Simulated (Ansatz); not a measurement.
# NbReSi: the cost of one run

All numbers are computed with Ansatz 0.2.0, driven from Python. Level of theory: DFT r2SCAN+D4, plane waves, PAW.

## 1. The structure

It takes space group P-62m (No. 189, hexagonal). The conventional cell has a = 6.816 Å, b = 6.816 Å, c = 3.299 Å, α = 90.00°, β = 90.00°, γ = 120.00°. Nb (site symmetry m2m) is surrounded by 5 Si at 2.65 to 2.74 Å and 6 Re at 2.84 to 2.92 Å. Si (site symmetry -6) has 3 Re at 2.57 Å and 6 Nb at 2.65 Å as nearest neighbours. Si (site symmetry -62m) has 6 Re at 2.41 Å and 3 Nb at 2.74 Å as nearest neighbours. Re (site symmetry m2m) is surrounded by 4 Si at 2.41 to 2.57 Å.

The script holds or builds the structure itself.

## 2. The code

Contents of eos.py:

```python
"""Energy against volume for NbReSi, with a fit."""

import logging
import sys

import ansatz as az
from ase.eos import EquationOfState
from ase.units import GPa
import numpy as np

logging.basicConfig(stream=sys.stdout, format="%(name)s: %(message)s")
log = logging.getLogger("ansatz_job")
log.setLevel(logging.INFO)

vectors0 = np.array([
    [6.81641, 0.0, 0.0],
    [-3.4082, 5.90318, 0.0],
    [0.0, 0.0, 3.29866],
])
sites = [
    ("Nb", [0.40185, 0.40185, 0.5]),
    ("Nb", [0.59815, 0.0, 0.5]),
    ("Nb", [0.0, 0.59815, 0.5]),
    ("Si", [2 / 3, 1 / 3, 0.0]),
    ("Si", [1 / 3, 2 / 3, 0.0]),
    ("Si", [0.0, 0.0, 0.5]),
    ("Re", [0.74144, 0.74144, 0.0]),
    ("Re", [0.25856, 0.0, 0.0]),
    ("Re", [0.0, 0.25856, 0.0]),
]


def crystal_on(cell):
    crystal = az.Crystal(lattice=az.Lattice.of(cell))
    for symbol, position in sites:
        crystal = crystal.atom(symbol, position)
    return crystal

# uniform scaling of the cell
volumes, energies, pressures = [], [], []
for scale in np.linspace(0.88, 1.12, 7):
    cell = vectors0 * scale ** (1 / 3)
    calc = (
        crystal_on(cell).calculation()
        .functional("r2scan", dispersion="d4")
        .pseudopotentials("paw")
        .occupations("gaussian", width=0.1)  # fractional filling near the Fermi level
        .basis(600)  # a bare number is in eV
        .kpoints(5, 5, 8)
        .stress()  # GPa
    )
    report = calc.run(threads=1, pin="off").report
    volumes.append(abs(np.linalg.det(cell)) / len(sites))
    energies.append(report["free_energy_ev"] / len(sites))
    pressures.append(np.trace(report["stress_gpa"]) / 3)
    log.info(f"V = {volumes[-1]:8.4f} A^3/atom  F = {energies[-1]:.5f} eV/atom  P = {pressures[-1]:8.3f} GPa")

eos = EquationOfState(volumes, energies, eos="vinet")
v0, e0, bulk = eos.fit()
log.info(f"V0 = {v0:.4f} A^3/atom, E0 = {e0:.5f} eV/atom, B = {bulk / GPa:.1f} GPa")
```

## 3. The calls as engine input

The package turns the script's settings into the engine's input (first run):

```yaml
crystal:
  lattice:
    - [6.532056445576266, 0.0, 0.0]
    - [-3.266023431368276, 5.656922774363177, 0.0]
    - [0.0, 0.0, 3.1610530051397445]
  atoms:
    - { symbol: Nb, position: [0.40185, 0.40185, 0.5] }
    - { symbol: Nb, position: [0.59815, 0.0, 0.5] }
    - { symbol: Nb, position: [0.0, 0.59815, 0.5] }
    - { symbol: Si, position: [0.6666666666666666, 0.3333333333333333, 0.0] }
    - { symbol: Si, position: [0.3333333333333333, 0.6666666666666666, 0.0] }
    - { symbol: Si, position: [0.0, 0.0, 0.5] }
    - { symbol: Re, position: [0.74144, 0.74144, 0.0] }
    - { symbol: Re, position: [0.25856, 0.0, 0.0] }
    - { symbol: Re, position: [0.0, 0.25856, 0.0] }
basis:
  ecutwfc: 600.0
kpoints:
  mp_grid:
    grid: [5, 5, 8]
hamiltonian:
  xc: r2scan
  dispersion: d4
  pseudopotentials:
    kind: paw
scf:
  occupations:
    method: gaussian
    width: 0.1
output:
  stress: true
```

## 4. The run

Started as:

```bash
python eos.py
```

Q: Estimate wall time and peak memory on 1 thread of Arm Neoverse V1, shared host.

About 5.1 min, with a peak of 1 GiB.
